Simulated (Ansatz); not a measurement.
# Si2H3Cl3: an energy map over bond length Si2–Si3 and bond length Si2–H6

How does the energy of Cl3H3Si2, SMILES Cl[SiH2][SiH](Cl)Cl change over two coordinates at once? A grid of runs gives the map.

Program: Ansatz 0.2.0. Level of theory: RKS PBE0-D4/def2-SVP. These are calculated values, not measurements.

**1. The system as given**

8 atoms, charge 0, spin multiplicity 1.

Atoms are counted from 1 here; the program's logs count them from 0.

Bond lengths: Cl1–Si2 2.087 Å, Si2–Si3 2.346 Å, Si2–H6 1.503 Å, Si2–H7 1.501 Å, Si3–Cl4 2.078 Å, Si3–Cl5 2.084 Å, Si3–H8 1.499 Å. Angles: Cl1–Si2–Si3 107.8°, Cl1–Si2–H6 109.2°, Cl1–Si2–H7 109.6°, Si3–Si2–H6 110.9°, Si3–Si2–H7 109.3°, H6–Si2–H7 109.9°, Si2–Si3–Cl4 108.2°, Si2–Si3–Cl5 106.7°, Si2–Si3–H8 115.4°, Cl4–Si3–Cl5 110.2°, Cl4–Si3–H8 108.1°, Cl5–Si3–H8 108.3°.

Geometry (Å):

```mol
Cl3H3Si2
  3D, bonds by distance, orders not assigned

  8  7  0  0  0  0  0  0  0  0999 V2000
   -0.4603    0.1116    2.6358 Cl  0  0
   -0.0909    0.9228    0.7488 Si  0  0
    0.2544   -0.8564   -0.7407 Si  0  0
   -1.4966   -1.9711   -0.8357 Cl  0  0
    0.6677   -0.0083   -2.5988 Cl  0  0
    1.1216    1.8074    0.8191 H   0  0
   -1.2810    1.7207    0.3009 H   0  0
    1.3772   -1.7838   -0.3852 H   0  0
  1  2  8  0
  2  3  8  0
  2  6  8  0
  2  7  8  0
  3  4  8  0
  3  5  8  0
  3  8  8  0
M  END
```

This geometry comes from a loose relaxation at PBE in a small basis, which is not shown.

**3. Setting up the map**

First coordinate, bond length Si2–Si3: 15 values from 2.055 to 2.920 Å. Second coordinate, bond length Si2–H6: 15 values from 1.252 to 1.938 Å.

Nothing else is relaxed (all other coordinates rigid). Energies count from the relaxed molecule at the same level.

(The set-up runs are not shown.)

**4. The run at bond length Si2–Si3 = 2.364 Å, bond length Si2–H6 = 1.497 Å**

Contents of input.yaml:

```yaml
crystal:
  periodic: [false, false, false]
  atoms:
    - { symbol: Cl, position_ang: [-0.456452, 0.113181, 2.618908] }
    - { symbol: Si, position_ang: [-0.090355, 0.920315, 0.744987] }
    - { symbol: Si, position_ang: [0.258064, -0.873693, -0.754558] }
    - { symbol: Cl, position_ang: [-1.480163, -1.979266, -0.854313] }
    - { symbol: Cl, position_ang: [0.664803, -0.037157, -2.601848] }
    - { symbol: H, position_ang: [1.119261, 1.799241, 0.817994] }
    - { symbol: H, position_ang: [-1.273305, 1.710318, 0.302766] }
    - { symbol: H, position_ang: [1.371998, -1.792077, -0.401095] }
basis:
  gaussian: { orbitals: def2-SVP }
hamiltonian:
  xc: pbe0
  dispersion: d4
output:
  forces: true
```

Run with:

```console
ansatz run input.yaml --threads 1 --pin off --max-ram 2560MiB --backend cpu --events-out ev --progress --plain --runs-dir out
```

Further runs follow: the other points that were computed.

**Question.** What will these runs give? Wanted: lowest point; highest computed point; largest force on an atom.

**Answer**, as computed:

```
                       quantity                                                                                                                                                              value
                   lowest point                                                                                           bond length Si2–Si3 = 2.364 Å, bond length Si2–H6 = 1.497 Å, 0.45 kJ/mol
         highest computed point                                                                           bond length Si2–Si3 = 2.920 Å, bond length Si2–H6 = 1.938 Å, 189 kJ/mol above the lowest
largest force on an atom (eV/Å)  0.3 at bond length Si2–Si3 = 2.364 Å, bond length Si2–H6 = 1.497 Å to 8.4 at bond length Si2–Si3 = 2.920 Å, bond length Si2–H6 = 1.252 Å; 0.3 at the lowest point
        time for the whole task                                                                                                                                    14 min on 1 thread, shared host
```

What this shows: The lowest computed point is at bond length Si2–Si3 = 2.364 Å, bond length Si2–H6 = 1.497 Å, 0.45 kJ/mol from the relaxed molecule at the same level. The grid shows no other well, apart from its symmetry copies. The highest computed point, bond length Si2–Si3 = 2.920 Å, bond length Si2–H6 = 1.938 Å, lies 189 kJ/mol above the lowest. Round the minimum the two coordinates are nearly uncoupled.
